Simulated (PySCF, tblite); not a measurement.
# C₇H₁₂GeO: geometry, infrared bands and NMR shifts

What infrared bands and NMR shifts should C₇H₁₂GeO (`C[CH2][GeH2][O]C1=CCC=C1`) show?

Computed with tblite 0.8.0 and PySCF 2.14.0, with density-fitted response routines of our own, on a single molecule in the gas phase. Atoms are numbered from 0 throughout.

## Step 1: The molecule as given

21 atoms, charge 0, multiplicity 1; geometry from: force field or distance geometry start.

Bonds of the start (Å): C0–C1 1.52, C1–Ge2 1.94, Ge2–O3 1.82, O3–C4 1.41, C4–C5 1.31, C5–C6 1.49, C6–C7 1.48, C7–C8 1.33, C8–C4 1.47, C0–H9 1.10, C0–H10 1.11, C0–H11 1.10, C1–H12 1.12, C1–H13 1.11, Ge2–H14 1.57, Ge2–H15 1.55, C5–H16 1.10, C6–H17 1.12, C6–H18 1.11, C7–H19 1.08, C8–H20 1.09.

## Step 2: Geometry optimisation with GFN2-xTB

What the job is given:

```
{"job": {"kind": "relax", "xc": "GFN2-xTB", "basis": "xTB"}, "charge": 0, "multiplicity": 1}
C     -3.984500     0.070800     0.092700
C     -2.766900    -0.831400     0.126100
Ge    -1.180100     0.244100    -0.145800
O      0.191700    -0.819700    -0.675800
C      1.462900    -0.380300    -0.263400
C      2.158200    -0.742200     0.791100
C      3.461500    -0.013500     0.823600
C      3.375000     0.819300    -0.396500
C      2.228700     0.605000    -1.031000
H     -3.730600     1.096500    -0.206100
H     -4.389100     0.114500     1.130300
H     -4.739000    -0.411400    -0.546500
H     -2.793100    -1.343400     1.124100
H     -2.814900    -1.601500    -0.667800
H     -1.480700     1.209800    -1.345800
H     -0.809900     1.037200     1.127900
H      1.838900    -1.470600     1.553300
H      4.271500    -0.789300     0.740400
H      3.577400     0.598300     1.742000
H      4.152900     1.498300    -0.717400
H      1.961000     1.126300    -1.946600
```

Started as:

```bash
$ OMP_NUM_THREADS=1 python probes_run.py task.json out
```

The driver reads the jobs from task.json and runs them one after another.

Log:

```text
step      E/eV     max force
  0    -736.19453    2.741
  1    -736.33948    2.027
  2    -736.41411    0.512
  3    -736.46980    0.655
  4    -736.50164    0.619
  5    -736.52194    0.308
  6    -736.53599    0.274
  7    -736.54716    0.305
  8    -736.55350    0.215
  9    -736.55716    0.115
 10    -736.55984    0.108
 11    -736.56258    0.176
 12    -736.56559    0.197
 13    -736.56846    0.134
 14    -736.57108    0.141
 15    -736.57374    0.152
 16    -736.57679    0.174
 17    -736.58040    0.182
 18    -736.58457    0.143
 19    -736.58912    0.142
 20    -736.59396    0.147
 21    -736.59893    0.202
 22    -736.60374    0.222
 23    -736.60882    0.200
 24    -736.61466    0.186
 25    -736.62097    0.213
 26    -736.62751    0.215
 27    -736.63402    0.201
 28    -736.64061    0.208
 29    -736.64805    0.242
 30    -736.65623    0.226
 31    -736.66410    0.210
 32    -736.67219    0.187
 33    -736.68104    0.235
 34    -736.68225    0.393
 35    -736.69270    0.352
 36    -736.69904    0.156
 37    -736.70411    0.112
 38    -736.71208    0.254
 39    -736.71743    0.288
 40    -736.72325    0.181
 41    -736.72739    0.129
 42    -736.73056    0.142
 43    -736.73343    0.246
 44    -736.73649    0.255
 45    -736.73926    0.153
 46    -736.74108    0.104
 47    -736.74277    0.150
 48    -736.74537    0.168
 49    -736.74827    0.156
 50    -736.75040    0.084
 51    -736.75157    0.064
 52    -736.75231    0.086
 53    -736.75301    0.095
 54    -736.75351    0.062
 55    -736.75378    0.033
 56    -736.75397    0.037
 57    -736.75421    0.051
 58    -736.75453    0.055
 59    -736.75486    0.040
 60    -736.75516    0.036
 61    -736.75544    0.033
 62    -736.75576    0.042
 63    -736.75610    0.041
 64    -736.75641    0.042
 65    -736.75665    0.047
 66    -736.75683    0.037
 67    -736.75697    0.030
 68    -736.75710    0.025
 69    -736.75721    0.024
 70    -736.75731    0.026
 71    -736.75743    0.026
 72    -736.75759    0.035
 73    -736.75778    0.038
 74    -736.75798    0.035
 75    -736.75818    0.032
 76    -736.75839    0.032
 77    -736.75862    0.032
 78    -736.75885    0.034
 79    -736.75905    0.034
 80    -736.75920    0.032
 81    -736.75933    0.023
 82    -736.75946    0.021
 83    -736.75957    0.025
 84    -736.75969    0.029
 85    -736.75983    0.030
 86    -736.76001    0.028
 87    -736.76019    0.036
 88    -736.76037    0.038
 89    -736.76055    0.032
 90    -736.76076    0.033
 91    -736.76102    0.038
 92    -736.76133    0.049
 93    -736.76169    0.061
 94    -736.76210    0.057
 95    -736.76257    0.055
 96    -736.76309    0.055
 97    -736.76358    0.052
 98    -736.76403    0.039
 99    -736.76441    0.041
100    -736.76468    0.036
101    -736.76478    0.042
102    -736.76496    0.025
103    -736.76504    0.014
104    -736.76511    0.017
105    -736.76518    0.021
106    -736.76527    0.029
107    -736.76541    0.029
108    -736.76559    0.028
109    -736.76577    0.031
110    -736.76591    0.029
111    -736.76604    0.028
112    -736.76619    0.029
113    -736.76638    0.046
114    -736.76657    0.035
115    -736.76673    0.035
116    -736.76691    0.041
117    -736.76719    0.041
118    -736.76757    0.042
119    -736.76797    0.038
120    -736.76834    0.050
121    -736.76881    0.061
122    -736.76945    0.065
123    -736.77067    0.073
124    -736.77152    0.065
125    -736.77241    0.103
126    -736.77350    0.084
127    -736.77515    0.099
128    -736.77769    0.190
129    -736.77979    0.084
130    -736.78141    0.067
131    -736.78188    0.218
132    -736.78323    0.141
133    -736.78466    0.064
134    -736.78578    0.075
135    -736.78712    0.163
136    -736.78904    0.123
137    -736.79066    0.075
138    -736.79183    0.076
139    -736.79277    0.065
140    -736.79341    0.054
141    -736.79444    0.063
142    -736.79539    0.086
143    -736.79628    0.112
144    -736.79767    0.102
145    -736.79895    0.073
146    -736.79989    0.102
147    -736.80076    0.058
148    -736.80128    0.075
149    -736.80182    0.054
150    -736.80229    0.054
151    -736.80293    0.047
152    -736.80323    0.044
153    -736.80352    0.039
154    -736.80374    0.055
155    -736.80393    0.031
156    -736.80404    0.016
157    -736.80413    0.016
158    -736.80420    0.019
159    -736.80427    0.018
160    -736.80435    0.023
161    -736.80443    0.018
162    -736.80449    0.013
163    -736.80455    0.015
164    -736.80461    0.016
165    -736.80468    0.017
166    -736.80474    0.014
167    -736.80480    0.017
168    -736.80487    0.019
169    -736.80494    0.020
170    -736.80503    0.020
171    -736.80512    0.019
172    -736.80521    0.022
173    -736.80528    0.020
174    -736.80532    0.015
175    -736.80534    0.008
```

Run time: 2.5 s. Hardware: 1 thread of Arm Neoverse N1, shared host; peak memory 0.18 GiB.

The steps of the relaxation: (not every step is listed)

```csv
step,energy from step 0 (eV),largest force (eV/Å)
0,0.0000,2.7406
1,-0.1449,2.0270
2,-0.2196,0.5123
3,-0.2753,0.6553
4,-0.3071,0.6190
5,-0.3274,0.3078
6,-0.3415,0.2736
7,-0.3526,0.3049
8,-0.3590,0.2146
24,-0.4201,0.1859
40,-0.5287,0.1805
56,-0.5594,0.0367
72,-0.5631,0.0355
88,-0.5658,0.0377
104,-0.5706,0.0165
120,-0.5738,0.0503
136,-0.5945,0.1233
152,-0.6087,0.0444
168,-0.6103,0.0192
170,-0.6105,0.0204
171,-0.6106,0.0189
172,-0.6107,0.0220
173,-0.6108,0.0201
174,-0.6108,0.0148
175,-0.6108,0.0081
```

Close pairs (by a distance rule), those that changed most:

```csv
bond,before (Å),after (Å),change (Å)
O3–C4,1.407,1.351,-0.056
Ge2–H14,1.569,1.519,-0.051
Ge2–O3,1.815,1.770,-0.045
C1–Ge2,1.936,1.975,+0.039
C6–H17,1.125,1.092,-0.032
C4–C5,1.314,1.345,+0.031
C1–H12,1.122,1.092,-0.030
C5–H16,1.102,1.073,-0.029
```

The next job starts from the end point, and lists it.

## Step 3: Harmonic vibrations with GFN2-xTB

What the job is given:

```
{"job": {"kind": "ir", "xc": "GFN2-xTB", "basis": "xTB"}, "charge": 0, "multiplicity": 1}
C     -4.152691    -0.133766    -0.150862
C     -2.785435    -0.659700     0.264860
Ge    -1.275338     0.505766    -0.245753
O      0.094991    -0.461910     0.319757
C      1.419327    -0.201363     0.257632
C      2.393868    -1.015978     0.700248
C      3.719477    -0.375730     0.449897
C      3.348045     0.919404    -0.193396
C      2.017462     1.001690    -0.296710
H     -4.200622     0.003886    -1.229235
H     -4.356202     0.825475     0.320597
H     -4.935102    -0.832438     0.140697
H     -2.752419    -0.799426     1.347215
H     -2.612876    -1.640306    -0.183014
H     -1.112121     0.749339    -1.735907
H     -1.226503     1.860874     0.437284
H      2.272825    -1.976409     1.162700
H      4.346787    -0.982110    -0.207450
H      4.281496    -0.219934     1.373372
H      4.075419     1.644534    -0.509544
H      1.430691     1.805044    -0.713453
```

Log:

```text
mode    cm-1     km/mol
  1      27.2      0.11
  2      45.4      0.11
  3      50.8      3.70
  4      58.5      0.28
  5     134.8      2.41
  6     204.3      0.32
  7     244.2      2.03
  8     256.8      1.50
  9     307.1     24.09
 10     349.0      7.94
 11     420.2     48.18
 12     501.5     75.85
 13     564.0     33.60
 14     577.5      9.07
 15     594.2     19.44
 16     683.9    197.25
 17     688.0    200.03
 18     727.9     11.98
 19     730.2     77.02
 20     751.0     15.17
 21     774.7      0.99
 22     831.8    219.94
 23     855.5      0.04
 24     891.2      0.52
 25     948.3     77.10
 26     967.2     20.06
 27     990.2      3.94
 28    1008.0      9.21
 29    1040.3     10.24
 30    1052.8      0.04
 31    1072.5     16.22
 32    1081.9      8.36
 33    1195.6     10.31
 34    1222.0      5.99
 35    1225.9    219.20
 36    1254.2     10.12
 37    1260.5     51.16
 38    1343.4    135.37
 39    1404.2      6.86
 40    1413.8      1.01
 41    1452.2      0.51
 42    1502.5      1.58
 43    1503.0      4.80
 44    1571.9     31.86
 45    1656.1    124.78
 46    1834.7    233.81
 47    1885.7    615.12
 48    2946.9     16.35
 49    2951.7     32.39
 50    2965.3     31.30
 51    2972.7     26.88
 52    3016.4     49.51
 53    3021.1     45.84
 54    3028.5     22.48
 55    3082.3     47.31
 56    3133.9     34.27
 57    3155.8     21.00
```

It took 1.6 s on 1 thread of Arm Neoverse N1, shared host; peak memory 0.18 GiB.

Which atoms move in the most intense modes:

```csv
cm⁻¹,km/mol,atoms
684,197.2,"O3 44 %, C4 12 %"
688,200.0,"H14 40 %, H15 39 %, O3 13 %"
832,219.9,"H14 49 %, H15 48 %"
1226,219.2,"C4 19 %, C6 19 %, H19 19 %, C5 16 %"
1343,135.4,"C4 43 %, C8 24 %"
1656,124.8,"C4 35 %, C5 23 %, C8 21 %, C7 17 %"
1835,233.8,"H14 52 %, H15 47 %"
1886,615.1,"H15 51 %, H14 47 %"
```

## Step 4: Shielding tensors: PBE0/pcSseg-1

Settings changed since step 3:

```diff
@@ -1,2 +1,2 @@
-{"job": {"kind": "ir", "xc": "GFN2-xTB", "basis": "xTB"}, "charge": 0, "multiplicity": 1}
+{"job": {"kind": "nmr", "xc": "PBE0", "basis": "pcSseg-1"}, "charge": 0, "multiplicity": 1}
 C     -4.152691    -0.133766    -0.150862
```

Method: GIAO PBE0/pcSseg-1 NMR shielding, non-relativistic, gas phase.

Log:

```text
coarse grid: 78520 points
cycle   1  E = -2425.0804436980  dE =  6.250e-01  |g| = 1.120e+00  |ddm| = 4.267e+00
cycle   2  E = -2424.9189519913  dE =  1.615e-01  |g| = 1.434e+00  |ddm| = 1.796e+00
cycle   3  E = -2425.2217981350  dE = -3.028e-01  |g| = 2.507e-01  |ddm| = 1.304e+00
cycle   4  E = -2425.2320229260  dE = -1.022e-02  |g| = 8.515e-02  |ddm| = 2.441e-01
cycle   5  E = -2425.2332239243  dE = -1.201e-03  |g| = 2.415e-02  |ddm| = 8.879e-02
cycle   6  E = -2425.2333698418  dE = -1.459e-04  |g| = 7.393e-03  |ddm| = 2.886e-02
cycle   7  E = -2425.2333825975  dE = -1.276e-05  |g| = 1.344e-03  |ddm| = 7.109e-03
cycle   8  E = -2425.2333829839  dE = -3.864e-07  |g| = 4.741e-04  |ddm| = 1.500e-03
final grid: 167168 points
cycle   9  E = -2425.2333921894  dE =  3.524e-08  |g| = 7.267e-04  |ddm| = 2.149e-03
cycle  10  E = -2425.2333919374  dE =  2.520e-07  |g| = 1.220e-03  |ddm| = 1.752e-03
cycle  11  E = -2425.2333923247  dE = -3.873e-07  |g| = 1.173e-04  |ddm| = 1.120e-03
cycle  12  E = -2425.2333923279  dE = -3.228e-09  |g| = 1.164e-05  |ddm| = 9.438e-05
cycle  13  E = -2425.2333923280  dE = -2.092e-11  |g| = 7.663e-06  |ddm| = 1.910e-05
converged SCF energy = -2425.2333923280

GIAO shielding tensors (ppm)
atom      isotropic    diamagn.    paramagn.     s11        s22        s33       span
  0 C      178.119     243.561     -65.442    172.308    173.221    188.827     16.519
  1 C      173.567     253.011     -79.444    156.256    175.316    189.127     32.871
  2 Ge    1358.145    2759.309   -1401.163   1244.090   1331.623   1498.723    254.634
  3 O      244.839     407.270    -162.432    146.185    280.166    308.165    161.980
  4 C       19.847     244.901    -225.054    -68.960     47.677     80.823    149.784
  5 C       75.793     253.557    -177.765     -4.278     81.344    150.311    154.589
  6 C      145.281     256.384    -111.103    132.784    147.909    155.149     22.365
  7 C       45.211     257.244    -212.034    -60.774     38.444    157.961    218.735
  8 C       51.729     255.783    -204.054    -48.479     62.384    141.283    189.762
  9 H       30.670      27.775       2.895     25.498     29.324     37.187     11.689
 10 H       30.683      27.539       3.144     25.565     29.192     37.293     11.728
 11 H       30.238      24.934       5.303     25.059     27.395     38.259     13.200
 12 H       30.108      33.059      -2.951     24.585     29.712     36.028     11.443
 13 H       30.132      33.399      -3.267     24.472     29.864     36.059     11.586
 14 H       26.364      31.551      -5.187     19.747     22.692     36.653     16.906
 15 H       26.327      31.474      -5.146     19.692     22.631     36.659     16.968
 16 H       26.210      33.910      -7.700     23.523     26.083     29.025      5.503
 17 H       28.650      28.860      -0.210     24.170     26.403     35.376     11.206
 18 H       28.648      28.691      -0.042     24.161     26.414     35.370     11.209
 19 H       25.113      30.991      -5.878     23.879     25.157     26.302      2.423
 20 H       25.295      33.378      -8.083     22.864     23.188     29.831      6.967
```

Wall time 100 s (1 thread of Arm Neoverse N1, shared host); peak memory 1.1 GiB.

The references, computed at this level on geometries of the same kind, shield at (ppm): 1H TMS 31.72, 13C TMS 186.9, 17O H2O 336.1, 73Ge GeMe4 1331. Their shielding less the atom's gives the shift. The references are single molecules in the gas phase, so shifts against H2O, NH3, PH3, H3PO4 or CFCl3 are not on the usual liquid scales and can be off by tens of ppm. Atoms listed in one row are averaged.

```csv
atoms,environment,σ (ppm),δ (ppm)
C4,alkene carbon bearing oxygen,19.8,167.1
C7,alkene CH,45.2,141.7
C8,alkene CH,51.7,135.2
C5,β carbon of an enol-ether or enamine type C=C,75.8,111.1
C6,allylic sp3 CH2,145.3,41.6
C1,sp3 CH2 bonded to Ge,173.6,13.4
C0,methyl carbon,178.1,8.8
H19,hydrogen on an alkene CH,25.11,6.60
H20,hydrogen on an alkene CH,25.29,6.42
H16,hydrogen on a β carbon of an enol-ether or enamine type C=C,26.21,5.51
"H14, H15","hydrogen on a germanium bonded to C, O",26.35,5.37
"H17, H18",hydrogen on an allylic sp3 CH2,28.65,3.07
"H12, H13",hydrogen on an sp3 CH2 bonded to Ge,30.12,1.60
"H9, H10, H11",hydrogen on a methyl carbon,30.53,1.19
Ge2,"germanium bonded to C, O, 2 H",1358,-27
O3,"oxygen bonded to C, Ge",244.8,91.2
```

The run also stored atomic charges by several schemes (e):

```csv
atoms,Mulliken,IAO,Hirshfeld,ESP fit
C0,-0.27,-0.41,-0.12,-0.35
C1,-0.53,-0.49,-0.14,-0.04
Ge2,0.67,0.86,0.42,0.59
O3,-0.72,-0.56,-0.22,-0.57
C4,0.28,0.19,0.05,0.50
C5,-0.21,-0.24,-0.10,-0.44
C6,-0.13,-0.27,-0.07,-0.04
C7,-0.15,-0.15,-0.05,-0.23
C8,-0.13,-0.20,-0.07,-0.27
```

Mayer bond orders: C0–C1 1.03, C1–Ge2 0.98, Ge2–O3 0.74, O3–C4 0.97, C4–C5 1.72, C5–C6 1.06, C6–C7 1.06, C7–C8 1.76, C8–C4 1.09.

Ring of atoms C4, C5, C6, C7, C8: NICS(0) -5.3, NICS(1) -5.8, NICS(1)zz -11.2 ppm (means of both faces).

## Step 5: Outcome

| quantity | value |
| --- | --- |
| strongest single infrared mode (GFN2-xTB) | 1886 cm⁻¹, 615 km/mol |
| zero-point energy (GFN2-xTB) | 102.1 kcal/mol |
| 13C shifts against TMS (PBE0/pcSseg-1) | 167.1, 141.7, 135.2, 111.1, 41.6, 13.4, 8.8 ppm |
| 1H shifts against TMS (PBE0/pcSseg-1, means over atoms taken as alike) | 6.60, 6.42, 5.51, 5.37, 3.07, 1.60, 1.19 ppm |
| 73Ge shifts against GeMe4 (PBE0/pcSseg-1) | -27 ppm |
| 17O shifts against H2O (PBE0/pcSseg-1) | 91.2 ppm |

What this shows: Relaxing lowered the energy by 0.611 eV in 175 steps; the close pair that moved most is O3–C4, from 1.407 to 1.351 Å. All 57 modes are real, so the xTB geometry is a minimum. The strongest single mode, at 1886 cm⁻¹, moves mainly H15 and H14. GFN2-xTB is a fitted tight-binding method: band positions and strengths are rough. Its intensities can rank the bands wrongly. At PBE0/pcSseg-1: The widest tensor belongs to Ge2: span 255 ppm, with a paramagnetic part of -1401 ppm. Spin-orbit coupling is left out, which matters for shieldings and couplings at and beside the heavy atoms.
